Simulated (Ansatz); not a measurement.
**Co in Ansatz: the effect of functional**

The system is Co, a slab with vacuum.

```
CELL_PARAMETERS angstrom
2.47056 0.00000 0.00000
-1.23528 2.13957 0.00000
0.00000 0.00000 27.13235
ATOMIC_POSITIONS crystal
Co 0.33333 0.66667 0.27642
Co 0.00000 0.00000 0.35095
Co 0.66667 0.33333 0.42547
Co 0.00000 0.00000 0.50000
Co 0.33333 0.66667 0.57453
Co 0.00000 0.00000 0.64905
Co 0.66667 0.33333 0.72358
```

The cell isn't the ideal one: the (0 0 1) slab of Co, cut from the database cell, not relaxed.

Alike in all runs:

| Quantity | Value |
| --- | --- |
| Program | Ansatz 0.2.0 |
| Task | band structure |
| Potentials or basis | Ansatz PAW |
| k mesh | 12 × 12 × 1 |
| Occupations | fermi-dirac, width 0.05 eV |
| Spin | collinear spin, ferromagnetic start |
| Starting moments | [2.0, 2.0, 2.0, 2.0, 2.0, 2.0, 2.0] μB |

```csv
functional,cutoff,moment (μB),largest force (eV/Å),work function (eV)
LDA,420 eV (not typed: the program's choice for these potentials),11.50,0.79,5.42
PBE,420 eV (not typed: the program's choice for these potentials),11.90,0.37,5.08
PBEsol,420 eV (not typed: the program's choice for these potentials),11.87,0.53,5.19
RPBE,420 eV (not typed: the program's choice for these potentials),11.97,0.38,4.92
revPBE,420 eV (not typed: the program's choice for these potentials),11.95,0.38,4.94
BLYP,420 eV (not typed: the program's choice for these potentials),?,?,?
r2SCAN,500 eV (not typed: the program's choice for these potentials),12.46,0.50,5.14
```

**Question.** What does the run with functional BLYP give?

**Answer.** Moment 11.63 μB; largest force 0.34 eV/Å; work function 4.75 eV.

Caveats: the PAW data sets come from PBE, with cores solved anew for the run's functional, which leaves a small shift of forces and pressure (some runs); the magnetic or orbital state may not be the lowest (some runs).
